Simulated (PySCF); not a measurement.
# C₄H₅B: electronic excitations at several levels of theory

How much do the electronic excitations of C₄H₅B (`B/C=C\C#C`) depend on the level of theory, and what does each level cost?

Programs: PySCF 2.14.0, with density-fitted response routines of our own. Each step states its level of theory. These are calculated values for one molecule in the gas phase, unless marked as measured. Atoms count from 0, in the outputs and in this text.

## 1. Starting geometry

10 atoms, charge 0, multiplicity 1; geometry from: GFN2-xTB. The atoms were then displaced at random by about 0.01 Å, so the start is not that level's minimum.

Bonds of the start (Å): B0–C1 1.56, C1–C2 1.34, C2–C3 1.45, C3–C4 1.17, B0–H5 1.14, B0–H6 1.17, C1–H7 1.07, C2–H8 1.09, C4–H9 1.05.

## 2. Relaxing the molecule at PBE0-D3(BJ)/def2-SVP

Job settings and geometry (Å):

```
{"job": {"xc": "PBE0", "basis": "def2-SVP", "d3": "d3bj", "grid": 1, "shake": 0.01, "kind": "geom"}, "charge": 0, "multiplicity": 1}
B     -1.040870    -1.373590     0.412220
C     -1.185180     0.181340     0.435230
C     -0.170170     1.042670     0.281690
C      1.220780     0.667910     0.084900
C      2.345180     0.395330    -0.097090
H     -0.022960    -1.849270     0.246710
H     -2.008350    -2.009810     0.547670
H     -2.135420     0.653030     0.580560
H     -0.304580     2.126290     0.343040
H      3.352020     0.145170    -0.227210
```

Launch:

```bash
> OMP_NUM_THREADS=1 python probes_run.py task.json out
```

This one command runs all jobs of the session in turn.

Log:

```text
step   0  E = -179.79724366  max force = 0.113761
step   1  E = -179.80689247  max force = 0.013026
step   2  E = -179.80702586  max force = 0.003670
step   3  E = -179.80719086  max force = 0.002595
step   4  E = -179.80729311  max force = 0.001295
step   5  E = -179.80730997  max force = 0.001137
step   6  E = -179.80732105  max force = 0.000482
step   7  E = -179.80732564  max force = 0.000344
optimisation converged
```

Run time: 20 s. Hardware: 1 thread of Arm Neoverse V1, shared host; peak memory 0.39 GiB.

Relaxation path:

| step | energy from step 0 (eV) | largest force component (eV/Å) |
| --- | --- | --- |
| 0 | 0.0000 | 5.8498 |
| 1 | -0.2626 | 0.6698 |
| 2 | -0.2662 | 0.1887 |
| 3 | -0.2707 | 0.1334 |
| 4 | -0.2735 | 0.0666 |
| 5 | -0.2739 | 0.0585 |
| 6 | -0.2742 | 0.0248 |
| 7 | -0.2743 | 0.0177 |

Close pairs (by a distance rule), those that changed most:

| bond | before (Å) | after (Å) | change (Å) |
| --- | --- | --- | --- |
| B0–H5 | 1.136 | 1.208 | +0.072 |
| B0–H6 | 1.166 | 1.209 | +0.043 |
| C3–C4 | 1.171 | 1.215 | +0.043 |
| C2–C3 | 1.454 | 1.419 | -0.034 |
| C4–H9 | 1.046 | 1.075 | +0.029 |
| C1–H7 | 1.071 | 1.096 | +0.025 |
| B0–C1 | 1.562 | 1.542 | -0.020 |
| C1–C2 | 1.340 | 1.360 | +0.020 |

The end geometry stands in the next job.

| at the end point | value |
| --- | --- |
| point group (found at 0.08 Å tolerance) | Cs |
| rotational constants (GHz, main isotopes) | 12.771, 3.394, 2.682 |
| dipole moment (D) | 1.40 |

## 3. Excited states and response: PBE0/def2-TZVP

Job settings and geometry (Å):

```
{"job": {"kind": "uv", "xc": "PBE0", "basis": "def2-TZVP"}, "charge": 0, "multiplicity": 1}
B     -1.210361    -1.139029     0.088888
C     -1.259909     0.392952     0.255545
C     -0.178129     1.208567     0.141180
C      1.153876     0.806455    -0.139933
C      2.314649     0.534107    -0.371578
H     -0.159758    -1.688030    -0.141563
H     -2.219389    -1.798554     0.185304
H     -2.205768     0.899873     0.477164
H     -0.301032     2.292974     0.271104
H      3.335503     0.272503    -0.581954
```

Method: TDDFT PBE0/def2-TZVP, vertical, gas phase, core orbitals frozen in the response.

Log:

```text
coarse grid: 8536 points
cycle   1  E = -179.9690152488  dE =  4.295e-01  |g| = 3.606e-01  |ddm| = 2.741e+00
cycle   2  E = -179.9628729460  dE =  6.142e-03  |g| = 3.924e-01  |ddm| = 7.962e-01
cycle   3  E = -180.0010878076  dE = -3.821e-02  |g| = 1.076e-01  |ddm| = 4.208e-01
cycle   4  E = -180.0039652400  dE = -2.877e-03  |g| = 3.283e-02  |ddm| = 1.035e-01
cycle   5  E = -180.0042797842  dE = -3.145e-04  |g| = 6.366e-03  |ddm| = 3.508e-02
cycle   6  E = -180.0042881282  dE = -8.344e-06  |g| = 4.186e-03  |ddm| = 7.717e-03
cycle   7  E = -180.0042924322  dE = -4.304e-06  |g| = 1.205e-03  |ddm| = 2.927e-03
final grid: 82904 points
cycle   8  E = -179.9946840763  dE = -3.363e-05  |g| = 5.670e-03  |ddm| = 1.081e-01
cycle   9  E = -179.9946728745  dE =  1.120e-05  |g| = 8.575e-03  |ddm| = 1.114e-02
cycle  10  E = -179.9946909190  dE = -1.804e-05  |g| = 2.646e-03  |ddm| = 6.160e-03
cycle  11  E = -179.9946926735  dE = -1.755e-06  |g| = 2.308e-04  |ddm| = 1.673e-03
cycle  12  E = -179.9946926854  dE = -1.196e-08  |g| = 8.704e-05  |ddm| = 2.699e-04
cycle  13  E = -179.9946926873  dE = -1.902e-09  |g| = 3.690e-05  |ddm| = 9.642e-05
cycle  14  E = -179.9946926877  dE = -3.340e-10  |g| = 9.536e-06  |ddm| = 3.226e-05
converged SCF energy = -179.9946926877

Static polarisability (au): isotropic 64.646, principal 36.004 58.173 99.762

Singlet excitations
state   eV       nm        f      main configurations
  1   4.1015    302.3   0.00009   H-1->L 0.98
  2   4.4238    280.3   0.26642   H->L 0.95
  3   4.8898    253.6   0.00009   H-2->L 0.98
  4   5.3335    232.5   0.00243   H-3->L 0.98
  5   6.3377    195.6   0.00054   H->L+2 0.94
  6   6.5449    189.4   0.10235   H-4->L 0.65, H-1->L+2 0.17, H->L+1 0.13
  7   6.8239    181.7   0.03860   H->L+1 0.58, H-4->L 0.26, H-1->L+2 0.10
  8   7.0045    177.0   0.00018   H-1->L+1 0.93
  9   7.8104    158.7   0.00014   H-5->L 0.46, H-2->L+1 0.44
 10   7.9708    155.5   0.00095   H-2->L+1 0.53, H-5->L 0.43

Triplet excitations (Tamm-Dancoff, eV): 2.6624 3.8391 4.4315 4.8014
```

Wall time 16 s (1 thread of Arm Neoverse V1, shared host); peak memory 0.75 GiB.

The orbitals next to the gap, with their largest atomic shares:

| orbital | eV | atoms |
| --- | --- | --- |
| HOMO−3 | -9.66 | B0 32 %, C1 29 %, H6 11 % |
| HOMO−2 | -9.16 | B0 44 %, H5 22 %, H6 18 % |
| HOMO−1 | -8.23 | C4 46 %, C3 37 %, C2 6 % |
| HOMO | -7.58 | C4 30 %, C1 28 %, C3 19 % |
| LUMO | -2.60 | B0 39 %, C2 23 %, C1 16 % |
| LUMO+1 | 0.29 | B0 43 %, C1 19 %, C4 17 % |
| LUMO+2 | 0.54 | C4 36 %, C3 26 %, C2 11 % |

With each of the 10 states as a Gaussian band of 0.4 eV half-width at 1/e, the curve within the window shown has maxima at 280 nm (ε 11,000), 188 nm (ε 5,200) L/(mol cm). Beyond the last state computed it falls off for lack of states. The curve at chosen wavelengths:

| nm | ε (L/mol/cm) |
| --- | --- |
| 150 | 23 |
| 158 | 43 |
| 166 | 144 |
| 174 | 1370 |
| 183 | 4501 |
| 191 | 4892 |
| 199 | 2457 |
| 207 | 652 |
| 215 | 131 |
| 223 | 85 |
| 232 | 153 |
| 240 | 424 |
| 248 | 1395 |
| 256 | 3587 |
| 264 | 6753 |
| 272 | 9615 |
| 281 | 10784 |
| 289 | 9673 |
| 297 | 7350 |
| 305 | 4857 |
| 313 | 2854 |
| 321 | 1520 |
| 330 | 678 |
| 338 | 308 |
| 346 | 133 |
| 354 | 54 |

Ground-state properties from the same run:

| property | computed |
| --- | --- |
| dipole moment (D) | 1.34 |
| polarisability (Å³) | 9.58 |
| HOMO–LUMO gap (eV) | 4.98 |
| −ε(HOMO) (eV) | 7.58 |

## 4. Ultraviolet spectrum: PBE0/aug-cc-pVDZ

The job, as its differences from that of step 3:

```diff
@@ -1,2 +1,2 @@
-{"job": {"kind": "uv", "xc": "PBE0", "basis": "def2-TZVP"}, "charge": 0, "multiplicity": 1}
+{"job": {"kind": "uv", "xc": "PBE0", "basis": "aug-cc-pVDZ"}, "charge": 0, "multiplicity": 1}
 B     -1.210361    -1.139029     0.088888
```

Level: TDDFT PBE0/aug-cc-pVDZ, vertical, gas phase, core orbitals frozen in the response.

Log:

```text
coarse grid: 8536 points
cycle   1  E = -179.9081776598  dE =  4.573e-01  |g| = 3.192e-01  |ddm| = 1.339e+01
cycle   2  E = -179.9007418116  dE =  7.436e-03  |g| = 3.675e-01  |ddm| = 2.600e+00
cycle   3  E = -179.9363843531  dE = -3.564e-02  |g| = 9.526e-02  |ddm| = 1.057e+00
cycle   4  E = -179.9388441584  dE = -2.460e-03  |g| = 2.541e-02  |ddm| = 2.667e-01
cycle   5  E = -179.9390474962  dE = -2.033e-04  |g| = 5.722e-03  |ddm| = 9.906e-02
cycle   6  E = -179.9390536514  dE = -6.155e-06  |g| = 4.209e-03  |ddm| = 2.574e-02
cycle   7  E = -179.9390582244  dE = -4.573e-06  |g| = 9.418e-04  |ddm| = 8.198e-03
final grid: 82904 points
cycle   8  E = -179.9495872816  dE = -2.165e-05  |g| = 5.347e-03  |ddm| = 1.868e-01
cycle   9  E = -179.9495799972  dE =  7.284e-06  |g| = 7.537e-03  |ddm| = 4.497e-02
cycle  10  E = -179.9495944967  dE = -1.450e-05  |g| = 2.567e-03  |ddm| = 1.865e-02
cycle  11  E = -179.9495962255  dE = -1.729e-06  |g| = 1.662e-04  |ddm| = 6.636e-03
cycle  12  E = -179.9495962326  dE = -7.104e-09  |g| = 5.777e-05  |ddm| = 7.348e-04
cycle  13  E = -179.9495962334  dE = -8.897e-10  |g| = 2.075e-05  |ddm| = 2.384e-04
converged SCF energy = -179.9495962334

Static polarisability (au): isotropic 68.260, principal 41.185 61.299 102.295

Singlet excitations
state   eV       nm        f      main configurations
  1   4.0939    302.9   0.00007   H-1->L 0.98
  2   4.4035    281.6   0.26503   H->L 0.95
  3   4.8674    254.7   0.00009   H-2->L 0.98
  4   5.3265    232.8   0.00268   H-3->L 0.98
  5   6.1612    201.2   0.00129   H->L+1 0.71, H->L+4 0.10
  6   6.5098    190.5   0.09238   H-4->L 0.56, H->L+2 0.18, H-1->L+1 0.10
  7   6.7529    183.6   0.04332   H->L+2 0.48, H-4->L 0.35
  8   6.8112    182.0   0.00068   H->L+3 0.46, H->L+1 0.22, H->L+5 0.10
  9   6.9500    178.4   0.00117   H-1->L+2 0.84
 10   7.1201    174.1   0.02506   H->L+4 0.38, H->L+3 0.37, H->L+5 0.12

Triplet excitations (Tamm-Dancoff, eV): 2.6630 3.8351 4.4061 4.8013
```

Wall time 13 s (1 thread of Arm Neoverse V1, shared host); peak memory 0.73 GiB.

Key values: HOMO -7.58 eV, LUMO -2.62 eV; lowest singlet 4.09 eV.

## 5. Excited states and response: PBE0/def2-TZVPD

The job, as its differences from that of step 4:

```diff
@@ -1,2 +1,2 @@
-{"job": {"kind": "uv", "xc": "PBE0", "basis": "aug-cc-pVDZ"}, "charge": 0, "multiplicity": 1}
+{"job": {"kind": "uv", "xc": "PBE0", "basis": "def2-TZVPD"}, "charge": 0, "multiplicity": 1}
 B     -1.210361    -1.139029     0.088888
```

With the program's defaults for keys left out, this is: TDDFT PBE0/def2-TZVPD, vertical, gas phase, core orbitals frozen in the response.

Log:

```text
coarse grid: 8536 points
cycle   1  E = -179.9694508957  dE =  4.295e-01  |g| = 3.607e-01  |ddm| = 3.740e+00
cycle   2  E = -179.9629233188  dE =  6.528e-03  |g| = 3.938e-01  |ddm| = 1.199e+00
cycle   3  E = -180.0015254506  dE = -3.860e-02  |g| = 1.071e-01  |ddm| = 5.172e-01
cycle   4  E = -180.0043647668  dE = -2.839e-03  |g| = 3.333e-02  |ddm| = 1.408e-01
cycle   5  E = -180.0046888346  dE = -3.241e-04  |g| = 6.507e-03  |ddm| = 5.693e-02
cycle   6  E = -180.0046973179  dE = -8.483e-06  |g| = 4.383e-03  |ddm| = 1.070e-02
cycle   7  E = -180.0047020677  dE = -4.750e-06  |g| = 1.186e-03  |ddm| = 3.818e-03
final grid: 82904 points
cycle   8  E = -179.9950920065  dE = -3.556e-05  |g| = 5.601e-03  |ddm| = 2.661e-01
cycle   9  E = -179.9950815486  dE =  1.046e-05  |g| = 8.359e-03  |ddm| = 1.756e-02
cycle  10  E = -179.9950986571  dE = -1.711e-05  |g| = 2.640e-03  |ddm| = 7.738e-03
cycle  11  E = -179.9951004037  dE = -1.747e-06  |g| = 2.335e-04  |ddm| = 2.202e-03
cycle  12  E = -179.9951004160  dE = -1.230e-08  |g| = 8.759e-05  |ddm| = 3.967e-04
cycle  13  E = -179.9951004179  dE = -1.915e-09  |g| = 3.862e-05  |ddm| = 1.264e-04
cycle  14  E = -179.9951004182  dE = -3.718e-10  |g| = 9.364e-06  |ddm| = 5.095e-05
converged SCF energy = -179.9951004182

Static polarisability (au): isotropic 68.183, principal 41.165 61.323 102.060

Singlet excitations
state   eV       nm        f      main configurations
  1   4.0948    302.8   0.00007   H-1->L 0.98
  2   4.4106    281.1   0.26397   H->L 0.95
  3   4.8836    253.9   0.00009   H-2->L 0.98
  4   5.3268    232.8   0.00262   H-3->L 0.98
  5   6.2268    199.1   0.00114   H->L+1 0.76, H->L+3 0.14
  6   6.5210    190.1   0.09668   H-4->L 0.59, H->L+2 0.16, H-1->L+1 0.12
  7   6.7791    182.9   0.04188   H->L+2 0.52, H-4->L 0.32
  8   6.9569    178.2   0.00022   H-1->L+2 0.80
  9   7.0457    176.0   0.00000   H->L+3 0.63, H->L+1 0.14, H-1->L+2 0.12
 10   7.5081    165.1   0.04259   H->L+4 0.77, H->L+5 0.14

Triplet excitations (Tamm-Dancoff, eV): 2.6608 3.8326 4.4217 4.7943
```

It took 23 s on 1 thread of Arm Neoverse V1, shared host; peak memory 0.92 GiB.

Key values: HOMO -7.59 eV, LUMO -2.62 eV; lowest singlet 4.09 eV.

## 6. TDDFT and polarisability: PBE0/6-31+G*

The job, as its differences from that of step 5:

```diff
@@ -1,2 +1,2 @@
-{"job": {"kind": "uv", "xc": "PBE0", "basis": "def2-TZVPD"}, "charge": 0, "multiplicity": 1}
+{"job": {"kind": "uv", "xc": "PBE0", "basis": "6-31+G*"}, "charge": 0, "multiplicity": 1}
 B     -1.210361    -1.139029     0.088888
```

Method: TDDFT PBE0/6-31+G*, vertical, gas phase, core orbitals frozen in the response.

Log:

```text
coarse grid: 8536 points
cycle   1  E = -179.9417734200  dE =  4.486e-01  |g| = 3.318e-01  |ddm| = 8.594e+00
cycle   2  E = -179.9365977699  dE =  5.176e-03  |g| = 3.662e-01  |ddm| = 3.837e+00
cycle   3  E = -179.9714655843  dE = -3.487e-02  |g| = 9.920e-02  |ddm| = 1.402e+00
cycle   4  E = -179.9741448655  dE = -2.679e-03  |g| = 2.487e-02  |ddm| = 2.295e-01
cycle   5  E = -179.9743398828  dE = -1.950e-04  |g| = 5.603e-03  |ddm| = 8.663e-02
cycle   6  E = -179.9743459801  dE = -6.097e-06  |g| = 4.012e-03  |ddm| = 2.015e-02
cycle   7  E = -179.9743500803  dE = -4.100e-06  |g| = 1.014e-03  |ddm| = 8.584e-03
final grid: 82904 points
cycle   8  E = -179.9350586140  dE = -1.740e-05  |g| = 5.350e-03  |ddm| = 1.559e-01
cycle   9  E = -179.9350505574  dE =  8.057e-06  |g| = 7.745e-03  |ddm| = 3.869e-02
cycle  10  E = -179.9350659106  dE = -1.535e-05  |g| = 2.524e-03  |ddm| = 2.067e-02
cycle  11  E = -179.9350675920  dE = -1.681e-06  |g| = 1.606e-04  |ddm| = 3.558e-03
cycle  12  E = -179.9350675984  dE = -6.450e-09  |g| = 5.887e-05  |ddm| = 6.806e-04
cycle  13  E = -179.9350675993  dE = -9.165e-10  |g| = 2.019e-05  |ddm| = 3.135e-04
converged SCF energy = -179.9350675993

Static polarisability (au): isotropic 62.700, principal 32.628 56.055 99.418

Singlet excitations
state   eV       nm        f      main configurations
  1   4.1249    300.6   0.00010   H-1->L 0.98
  2   4.4386    279.3   0.27727   H->L 0.95
  3   4.9489    250.5   0.00009   H-2->L 0.98
  4   5.3802    230.4   0.00235   H-3->L 0.98
  5   6.2017    199.9   0.00150   H->L+1 0.81
  6   6.5516    189.2   0.10033   H-4->L 0.58, H->L+2 0.17, H-1->L+1 0.13
  7   6.8040    182.2   0.04164   H->L+2 0.51, H-4->L 0.32, H-1->L+1 0.09
  8   6.9804    177.6   0.00092   H-1->L+2 0.44, H->L+3 0.31, H->L+1 0.10
  9   7.0489    175.9   0.00004   H-1->L+2 0.47, H->L+3 0.37
 10   7.3234    169.3   0.02978   H->L+4 0.66, H->L+3 0.22

Triplet excitations (Tamm-Dancoff, eV): 2.6622 3.8688 4.5191 4.8560
```

Wall time 7.3 s (1 thread of Arm Neoverse V1, shared host); peak memory 0.51 GiB.

This run: HOMO -7.54 eV, LUMO -2.56 eV; lowest singlet 4.12 eV.

## 7. Comparing the runs: electronic excitations

Excitations and ground-state properties, with basis size and wall time:

| run | lowest singlet (eV) | brightest (eV) | f | gap (eV) | α (Å³) | μ (D) | functions | time |
| --- | --- | --- | --- | --- | --- | --- | --- | --- |
| PBE0/def2-TZVP | 4.10 | 4.42 | 0.266 | 4.98 | 9.58 | 1.34 | 185 | 16 s |
| PBE0/aug-cc-pVDZ | 4.09 | 4.40 | 0.265 | 4.97 | 10.12 | 1.31 | 160 | 13 s |
| PBE0/def2-TZVPD | 4.09 | 4.41 | 0.264 | 4.98 | 10.10 | 1.31 | 230 | 23 s |
| PBE0/6-31+G* | 4.12 | 4.44 | 0.277 | 4.98 | 9.29 | 1.37 | 100 | 7.3 s |

## 8. What came out

```
                                quantity                        value
                             point group                           Cs
    rotational constants (main isotopes)        12.77, 3.39, 2.68 GHz
         lowest singlet (PBE0/def2-TZVP)  4.10 eV (302 nm), f = 0.000
brightest single state of those computed  state 2, 4.42 eV, f = 0.266
                          lowest triplet                      2.66 eV
             range of the lowest singlet              4.09 to 4.12 eV
```

What this shows: Single values in the summary come from the first run of each kind that ended normally (PBE0/def2-TZVP), which need not be the best level. Relaxing lowered the energy by 0.274 eV in 7 steps; the close pair that moved most is B0–H5, from 1.136 to 1.208 Å. The first singlet state (HOMO−1→LUMO 0.98) lies at 4.10 eV and is dark; of the 10 states computed, the strongest absorption comes from state 2 at 4.42 eV. The lowest triplet lies 1.44 eV below the lowest singlet (triplets in Tamm-Dancoff, singlets in full TDDFT). The lowest singlet runs from 4.09 eV (PBE0/aug-cc-pVDZ) to 4.12 eV (PBE0/6-31+G*), while the orbital gap spans 4.97 to 4.98 eV. The lowest state need not be the same one in every run.
